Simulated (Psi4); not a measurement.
# AlNH2ClF (SMILES [NH2][Al]([F])[Cl]): a chain of runs

Wanted: a geometry optimisation (CAM-B3LYP-D3(BJ)/3-21G), then the harmonic vibrations, then the energy (SCS-MP2/aug-cc-pVDZ), then the excited states (TD-CAM-B3LYP/3-21G) of AlNH2ClF. 

Program for the calculation: Psi4 1.11.

**1. The system as given**

The species is AlNH2ClF (6 atoms), meant as a singlet with charge 0. SMILES: `[NH2][Al]([F])[Cl]`. The shape is that of a PBE0-D4/def2-TZVP optimisation. The run starts from this shape.

Bond lengths: N1–Al2 1.746 Å, Al2–F3 1.641 Å, Al2–Cl4 2.079 Å, N1–H5 1.006 Å, N1–H6 1.006 Å. Angles: N1–Al2–F3 119.8°, N1–Al2–Cl4 121.2°, F3–Al2–Cl4 119.0°, Al2–N1–H5 124.6°, Al2–N1–H6 124.3°, H5–N1–H6 111.1°.

**2. A geometry optimisation at CAM-B3LYP-D3(BJ)/3-21G (density fitting) (run 1)**

input.dat

```
memory 1600 MB

molecule geom {
  0 1
  N     -0.112300     0.982600    -0.025800
  Al     0.152500    -0.739100     0.092300
  F      1.041800    -1.345500     1.331100
  Cl    -0.641100    -2.049400    -1.313600
  H      0.246300     1.661500     0.624800
  H     -0.645100     1.426000    -0.754900
  symmetry c1
}

set {
  basis        3-21G
  reference    rks
  geom_maxiter 60
}

e, wfn = optimize("cam-b3lyp-d3bj2b", return_wfn=True)
print_variables()
```

On the command line:

```console
$ psi4 -i input.dat -o output.dat -n 1
```

output.dat:

```text
[...]
  Running in c1 symmetry.
[...]
  Nuclear repulsion =  197.663466503535602
[...]
  Multiplicity = 1
[...]
  Nalpha       = 24
  Nbeta        = 24
[...]
    Number of basis functions: 48
[...]
   @DF-RKS iter   1:  -853.93777200179375   -5.35742e-01   1.58290e-02 DIIS/ADIIS
[...]
   @DF-RKS iter   7:  -854.16560786950083   -1.36424e-12   2.49129e-09 DIIS
[...]
  @DF-RKS Final Energy:  -854.16560786950083
   => Energetics <=
    Nuclear Repulsion Energy =            193.7673704260405430
    One-Electron Energy =               -1569.2185091544765783
    Two-Electron Energy =                 570.4482784512832723
    DFT Exchange-Correlation Energy =     -49.1594682494617388
    Empirical Dispersion Energy =          -0.0032793428863504
    VV10 Nonlocal Energy =                  0.0000000000000000
    Total Energy =                       -854.1656078695008318
[...]
 Multipole Moments:
 ------------------------------------------------------------------------------------
     Multipole            Electronic (a.u.)      Nuclear  (a.u.)        Total (a.u.)
 ------------------------------------------------------------------------------------
 L = 1.  Multiply by 2.5417464519 to convert [e a0] to [Debye]
 Dipole X            :          0.9185389           -0.9180394            0.0004995
 Dipole Y            :         -4.3642975            5.8182588            1.4539613
 Dipole Z            :          0.6713920           -0.4340057            0.2373863
 Magnitude           :                                                    1.4732128
[...]
  -Total Gradient:
     Atom            X                  Y                   Z
    ------   -----------------  -----------------  -----------------
       1       -0.000029729479     0.000052006110    -0.000037302518
       2       -0.000009146218     0.000020390447    -0.000006011849
       3       -0.000027170646     0.000066862136    -0.000032049046
       4       -0.000011666245     0.000044526935    -0.000011063735
       5       -0.000004161910     0.000034416746     0.000000174446
       6       -0.000005156409     0.000056932752     0.000000251109
[...]
```

On the terminal:

```text
Optimizer: Optimization complete!
```

Wall time 16 s (1 thread of Intel Xeon 6975P-C (Granite Rapids), shared host); peak memory 0.41 GiB.

The path in brief:

```
step  energy from the first frame kept (eV)  largest force (eV/Å)
   0                                 0.0000                1.5414
   1                                -0.0650                0.4277
   2                                -0.0703                0.1101
   3                                -0.0705                0.0358
   4                                -0.0705                0.0082
   5                                -0.0705                0.0041
```

After the run. Bond lengths: N1–Al2 1.748 Å, Al2–F3 1.657 Å, Al2–Cl4 2.163 Å, N1–H5 1.016 Å, N1–H6 1.016 Å. Angles: N1–Al2–F3 120.4°, N1–Al2–Cl4 120.8°, F3–Al2–Cl4 118.8°, Al2–N1–H5 123.6°, Al2–N1–H6 124.7°, H5–N1–H6 111.7°.

**3. Vibrational wavenumbers at CAM-B3LYP-D3(BJ)/3-21G (density fitting) (run 2)**

calc.dat

```
memory 1600 mb

molecule mol {
  0 1
  N     -0.109516     1.003942    -0.017888
  Al     0.163255    -0.717814     0.112235
  F      1.061010    -1.333668     1.361924
  Cl    -0.661169    -2.082104    -1.349428
  H      0.256488     1.683009     0.643052
  H     -0.647669     1.449773    -0.754728
}

set {
  basis                      3-21G
  t                          600.0
  rotational_symmetry_number 1
}

e_tot, wfn = frequency('cam-b3lyp-d3bj', return_wfn=True)
print_variables()
```

On the command line:

```console
$ psi4 calc.dat calc.out -n 1
```

calc.out:

```text
[...]
  Running in c1 symmetry.
[...]
  Nuclear repulsion =  193.767345342777389
[...]
  Multiplicity = 1
[...]
  Nalpha       = 24
  Nbeta        = 24
[...]
    Number of basis functions: 48
[...]
   @DF-RKS iter   1:  -853.94012357686427   -6.09666e-01   1.57533e-02 ADIIS/DIIS
[...]
   @DF-RKS iter  10:  -854.16560453938803   -1.87583e-11   9.91415e-09 DIIS
[...]
  @DF-RKS Final Energy:  -854.16560453938803
   => Energetics <=
    Nuclear Repulsion Energy =            193.7560551804259887
    One-Electron Energy =               -1569.1984243736453664
    Two-Electron Energy =                 570.4386875716114673
    DFT Exchange-Correlation Energy =     -49.1586436256608010
    Empirical Dispersion Energy =          -0.0032792921193436
    VV10 Nonlocal Energy =                  0.0000000000000000
    Total Energy =                       -854.1656045393880277
[...]
  -Total Gradient:
     Atom            X                  Y                   Z
    ------   -----------------  -----------------  -----------------
       1        0.000167250791    -0.000897498916     0.000107113943
       2       -0.000010935965     0.000055301550    -0.000002994518
       3       -0.000026349938     0.000068435322    -0.000038083873
       4       -0.000012813717     0.000047074953    -0.000005724867
       5        0.000466213462     0.000595606287     0.000814375732
       6       -0.000670628258     0.000406539015    -0.000960741473
[...]
  ==> Harmonic Vibrational Analysis <==
[...]
  Freq [cm^-1]                 180.2487            239.2988            242.0607
[...]
  IR activ [km/mol]            10.4464             45.3453             16.6487
[...]
  Freq [cm^-1]                 323.8220            476.0614            691.3217
[...]
  IR activ [km/mol]             0.5561             41.3575             363.8577
[...]
  Freq [cm^-1]                 773.2666            869.5526            998.4899
[...]
  IR activ [km/mol]            26.4100             170.5557            89.3730
[...]
  Freq [cm^-1]                1660.8669           3543.3582           3631.9783
[...]
  IR activ [km/mol]            55.1583             37.5247             29.0900
[...]
  Total E_0, Enthalpy at 0 [K]                                                         -854.13455548 [Eh]
[...]
  Total H, Enthalpy at  600.00 [K]                                                     -854.11778892 [Eh]
[...]
  Total G, Gibbs energy at  600.00 [K]                                                 -854.20374950 [Eh]
[...]
```

The script printed:

```text
Warning: used thermodynamics relations inappropriate for low-frequency modes: ['180.2487' '239.2988' '242.0607' '323.8220' '476.0614']
```

Run time: 79 s. Hardware: 1 thread of Intel Xeon 6975P-C (Granite Rapids), shared host; peak memory 0.41 GiB.

**4. A single-point energy at SCS-MP2/aug-cc-pVDZ (density fitting) (run 3)**

run.py

```python
import psi4

psi4.set_memory(1600000000)
psi4.set_num_threads(1)
psi4.core.set_output_file('run.log', False)

m = psi4.geometry("""
0 1
N     -0.109516     1.003942    -0.017888
Al     0.163255    -0.717814     0.112235
F      1.061010    -1.333668     1.361924
Cl    -0.661169    -2.082104    -1.349428
H      0.256488     1.683009     0.643052
H     -0.647669     1.449773    -0.754728
""")

psi4.set_options({
    'basis': 'aug-cc-pVDZ',
    'freeze_core': True,
})

e_tot = psi4.energy('scs-mp2', molecule=m)
print(f'scs-mp2 energy: {e_tot:.10f} Eh')
```

On the command line:

```console
$ python run.py
```

run.log:

```text
[...]
  Running in c1 symmetry.
[...]
  Nuclear repulsion =  193.767345342777361
[...]
  Multiplicity = 1
[...]
  Nalpha       = 24
  Nbeta        = 24
[...]
    Number of basis functions: 118
[...]
   @RHF iter   1:  -856.52246882189650   -1.04334e+00   5.41160e-03 DIIS/ADIIS
[...]
   @RHF iter  11:  -856.69445569633422   -2.41016e-11   8.26444e-09 DIIS
[...]
    Orbital Energies [Eh]
    ---------------------
    Doubly Occupied:
       1A   -104.824759     2A    -58.550992     3A    -26.278948
       4A    -15.564548     5A    -10.551554     6A     -8.018492
       7A     -8.016521     8A     -8.016444     9A     -4.959144
      10A     -3.275605    11A     -3.274337    12A     -3.273898
      13A     -1.554578    14A     -1.136608    15A     -1.076398
      16A     -0.692177    17A     -0.667508    18A     -0.635302
      19A     -0.632768    20A     -0.601511    21A     -0.521336
      22A     -0.471673    23A     -0.466312    24A     -0.428160
[...]
  @RHF Final Energy:  -856.69445569633422
   => Energetics <=
    Nuclear Repulsion Energy =            193.7673453427773609
    One-Electron Energy =               -1573.9444535630641440
    Two-Electron Energy =                 523.4826525239525381
    Total Energy =                       -856.6944556963342166
[...]
 Multipole Moments:
 ------------------------------------------------------------------------------------
     Multipole            Electronic (a.u.)      Nuclear  (a.u.)        Total (a.u.)
 ------------------------------------------------------------------------------------
 L = 1.  Multiply by 2.5417464519 to convert [e a0] to [Debye]
 Dipole X            :          0.7758625           -0.9180399           -0.1421773
 Dipole Y            :         -4.7447529            5.8182589            1.0735060
 Dipole Z            :          0.3949726           -0.4340049           -0.0390323
 Magnitude           :                                                    1.0835834
[...]
	SCS-MP2 Total Energy (a.u.)        :  -857.27225948841067
	SOS-MP2 Total Energy (a.u.)        :  -857.21956322293693
	SCSN-MP2 Total Energy (a.u.)       :  -856.97269197803530
[...]
	SOS-PI-MP2 Total Energy (a.u.)     :  -857.30708114403740
[...]
	MP2 Total Energy (a.u.)            :  -857.29013409825757
[...]
```

On the terminal:

```text
scs-mp2 energy: -857.2722594884 Eh
```

Run time: 17 s. Hardware: 1 thread of Intel Xeon 6975P-C (Granite Rapids), shared host; peak memory 0.97 GiB.

**5. The excited states at TD-CAM-B3LYP/3-21G (density fitting, save jk yes) (run 4)**

input.dat

```
memory 1600 mb

molecule {
  0 1
  N     -0.109516     1.003942    -0.017888
  Al     0.163255    -0.717814     0.112235
  F      1.061010    -1.333668     1.361924
  Cl    -0.661169    -2.082104    -1.349428
  H      0.256488     1.683009     0.643052
  H     -0.647669     1.449773    -0.754728
}

set globals {
  basis   3-21G
  save_jk true
}

from psi4.driver.procrouting.response.scf_response import tdscf_excitations
e_tot, wfn = energy('cam-b3lyp', return_wfn=True)
states = tdscf_excitations(wfn, states=4, tda=False)
```

On the command line:

```console
$ psi4 -i input.dat -o output.dat -n 1
```

output.dat:

```text
[...]
  Running in c1 symmetry.
[...]
  Nuclear repulsion =  193.767345342777361
[...]
  Multiplicity = 1
[...]
  Nalpha       = 24
  Nbeta        = 24
[...]
    Number of basis functions: 48
[...]
   @DF-RKS iter   1:  -853.93684401928408   -6.09666e-01   1.57533e-02 DIIS/ADIIS
[...]
   @DF-RKS iter   8:  -854.16232808907125   -1.71838e-08   4.76415e-07 DIIS
[...]
    Orbital Energies [Eh]
    ---------------------
    Doubly Occupied:
       1A   -100.875821     2A    -55.779485     3A    -24.597470
       4A    -14.318624     5A     -9.444569     6A     -7.215360
       7A     -7.208732     8A     -7.208434     9A     -4.247736
      10A     -2.797263    11A     -2.797005    12A     -2.793912
      13A     -1.213219    14A     -0.924599    15A     -0.889858
      16A     -0.567316    17A     -0.542543    18A     -0.486740
      19A     -0.461806    20A     -0.456439    21A     -0.423720
      22A     -0.388962    23A     -0.383492    24A     -0.335794
[...]
  @DF-RKS Final Energy:  -854.16232808907125
   => Energetics <=
    Nuclear Repulsion Energy =            193.7673453427773609
    One-Electron Energy =               -1569.2184523311257180
    Two-Electron Energy =                 570.4482473367062312
    DFT Exchange-Correlation Energy =     -49.1594684374291973
    Empirical Dispersion Energy =           0.0000000000000000
    VV10 Nonlocal Energy =                  0.0000000000000000
    Total Energy =                       -854.1623280890712522
[...]
 Multipole Moments:
 ------------------------------------------------------------------------------------
     Multipole            Electronic (a.u.)      Nuclear  (a.u.)        Total (a.u.)
 ------------------------------------------------------------------------------------
 L = 1.  Multiply by 2.5417464519 to convert [e a0] to [Debye]
 Dipole X            :          0.9185398           -0.9180399            0.0004999
 Dipole Y            :         -4.3642917            5.8182589            1.4539671
 Dipole Z            :          0.6713919           -0.4340049            0.2373871
 Magnitude           :                                                    1.4732187
[...]
                                    Excitation Energy         Total Energy        Oscillator Strength             Rotatory Strength
[...]
Excited State    1 (1 A):   0.21180 au   215.13 nm f = 0.0306
[...]
Excited State    2 (1 A):   0.25922 au   175.77 nm f = 0.0103
[...]
Excited State    3 (1 A):   0.26484 au   172.04 nm f = 0.0363
[...]
Excited State    4 (1 A):   0.27202 au   167.50 nm f = 0.1225
[...]
```

It took 7.2 s on 1 thread of Intel Xeon 6975P-C (Granite Rapids), shared host; peak memory 0.37 GiB.

The roots found:

```
excited state  energy (eV)  strength  label
            1        5.763    0.0306    A 1
            2        7.054    0.0103    A 1
            3        7.207    0.0363    A 1
            4        7.402    0.1225    A 1
```

**6. Outcome**

| quantity | value |
| --- | --- |
| run 1, CAM-B3LYP-D3(BJ)/3-21G: total energy at the end | -854.16561 Eh |
| run 1, CAM-B3LYP-D3(BJ)/3-21G: dipole moment | 3.74 D |
| run 1, CAM-B3LYP-D3(BJ)/3-21G: HOMO energy | -9.14 eV |
| run 1, CAM-B3LYP-D3(BJ)/3-21G: LUMO energy | 0.28 eV |
| run 1, CAM-B3LYP-D3(BJ)/3-21G: HOMO–LUMO gap | 9.42 eV |
| run 1, CAM-B3LYP-D3(BJ)/3-21G: dispersion energy | -8.61 kJ/mol |
| run 2, CAM-B3LYP-D3(BJ)/3-21G: lowest harmonic wavenumber | 180 cm⁻¹ |
| run 2, CAM-B3LYP-D3(BJ)/3-21G: highest harmonic wavenumber | 3632 cm⁻¹ |
| run 2, CAM-B3LYP-D3(BJ)/3-21G: zero-point energy | 81.5 kJ/mol |
| run 2, CAM-B3LYP-D3(BJ)/3-21G: ideal-gas entropy at 600 K (symmetry number 1 as used) | 89.9 cal/(mol K) |
| run 3, SCS-MP2/aug-cc-pVDZ: total energy | -857.27226 Eh |
| run 3, SCS-MP2/aug-cc-pVDZ: HOMO energy (Hartree–Fock orbitals) | -11.65 eV |
| run 3, SCS-MP2/aug-cc-pVDZ: LUMO energy (Hartree–Fock orbitals) | 0.64 eV |
| run 3, SCS-MP2/aug-cc-pVDZ: HOMO–LUMO gap (Hartree–Fock orbitals) | 12.29 eV |
| run 3, SCS-MP2/aug-cc-pVDZ: correlation energy (12 core orbitals frozen) | -577.8 mEh |
| run 4, TD-CAM-B3LYP/3-21G: ground-state or mean-field energy | -854.16233 Eh |
| run 4, TD-CAM-B3LYP/3-21G: dipole moment (CAM-B3LYP Kohn–Sham density) | 3.74 D |
| run 4, TD-CAM-B3LYP/3-21G: HOMO energy (CAM-B3LYP Kohn–Sham orbitals) | -9.14 eV |
| run 4, TD-CAM-B3LYP/3-21G: LUMO energy (CAM-B3LYP Kohn–Sham orbitals) | 0.28 eV |
| run 4, TD-CAM-B3LYP/3-21G: HOMO–LUMO gap (CAM-B3LYP Kohn–Sham orbitals) | 9.42 eV |
| run 4, TD-CAM-B3LYP/3-21G: lowest excitation energy | 5.76 eV |

**Reading.** The optimisation (run 1, CAM-B3LYP-D3(BJ)/3-21G) took 6 steps and changed the energy by -0.071 eV. All 12 modes (run 2, CAM-B3LYP-D3(BJ)/3-21G) are real, so the shape is a minimum at this level. The brightest of the 4 transitions from the ground state lies at 7.40 eV (168 nm, f = 0.122); the lowest, at 5.76 eV, has f = 0.031.
